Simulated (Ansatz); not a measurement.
# PtSe under changes of volume

One of the cells (21.438 Å³/atom); the others are scaled copies at fixed shape and fractional positions:

```
CELL_PARAMETERS angstrom
3.70187 0.00000 0.00000
-1.85094 3.20591 0.00000
0.00000 0.00000 3.61284
ATOMIC_POSITIONS crystal
Pt 0.00000 0.00000 0.00000
Se 0.66667 0.33333 0.50000
```

The cell comes from a database or a generator and needn't be the stable form of this composition.

```yaml
Program: Ansatz 0.2.0
Functional: PBE
Potentials_or_basis: Ansatz PAW
Cutoff: "420 eV (not typed: the program's choice for these potentials)"
k_mesh: 8 × 8 × 7
Occupations: fermi-dirac, width 0.05 eV
Spin: no spin polarisation
```

```csv
volume (Å³/atom),energy over the lowest point (meV/atom),pressure (GPa)
20.152,0.00,-6.8
20.581,20.66,-8.6
21.010,45.75,-10.1
21.438,74.66,-11.4
21.867,106.90,-12.6
22.296,142.03,-13.6
22.725,?,?
```

**Question.** What does the run at 22.725 Å³/atom give?

**Answer.** Energy over the lowest point 179.62 meV/atom; pressure -14.4 GPa.

Worked out: A Birch-Murnaghan fit of order 3 (a polynomial in V^(-2/3)) to the other rows has no minimum within the range. It gives 179.59 meV/atom at 22.725 Å³/atom, against the run's 179.62, and -dE/dV = -14.4 GPa, against -14.4.

Energies are extrapolated to zero smearing.
